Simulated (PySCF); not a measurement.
# SiSe: bond curves at several levels of theory

An exercise on one series of results from a longer session: the logs are not shown, and one member is left open.

Program: PySCF 2.14.0. Level of theory: Si cc-pV(D+d)Z, Se cc-pVDZ-PP with ECP10, scalar-relativistic core potentials. These are calculated values, not measurements.

The first run:

The job is set up so:

```yaml
atoms: Si, Se
charge: 0
basis: Si cc-pV(D+d)Z, Se cc-pVDZ-PP with ECP10
Hamiltonian: scalar-relativistic core potentials
basis_functions: 46
electrons_treated: 38
masses_in_u: 27.9769, 79.9165
levels: PBE0, PBE, r²SCAN, MN15, PBEsol, r²SCAN0, LC-ωPBE, HF, MP2, SCS-MP2, CCSD, CCSD(T)
grid: 80 radial by 434 angular points
occupations: held fixed by the projection of orbital angular momentum
dissociation_limit: Si + Se, each in its ground configuration
starting_distance_in_angstrom: 2.230
values_of_2S_to_try: 0, 2, 4
```

The run is started by

```sh
$ OMP_NUM_THREADS=1 python dia.py task.json out
```

Steps of the session up to this table: Set-up; PBE0 along the bond; Higher solutions at PBE0; PBE; r²SCAN (meta-GGA); MN15 (hybrid meta-GGA); PBEsol; r²SCAN0; LC-ωPBE (range-separated hybrid); RHF; Correlated methods on the Hartree–Fock reference.

One table of the session follows, with a row left open; its other results are not shown here.

| level | Re (Å) | ωe (cm⁻¹) | De (eV) |
| --- | --- | --- | --- |
| RHF | 2.045 | 637 | 3.17 |
| RHF-MP2 | 2.081 | 584 | 5.20 |
| RHF-SCS-MP2 | 2.080 | 586 | 5.04 |
| RHF-CCSD | 2.075 | 596 | 4.77 |
| RHF-CCSD(T) | 2.089 | 571 | 5.03 |
| PBE | 2.093 | 559 | 5.74 |
| PBEsol | 2.084 | 566 | 6.07 |
| r²SCAN | 2.074 | 581 | 5.55 |
| PBE0 | 2.067 | 594 | 5.43 |
| r²SCAN0 | ? | ? | ? |
| MN15 | 2.061 | 603 | 5.50 |
| LC-ωPBE | 2.036 | 639 | 5.00 |

Estimate the missing values for r²SCAN0.

The run gave: Re (Å): 2.058; ωe (cm⁻¹): 605; De (eV): 5.28. In the column «Re (Å)» it lies between RHF (2.045) and MN15 (2.061).

De is counted to Si + Se in their ground configurations.
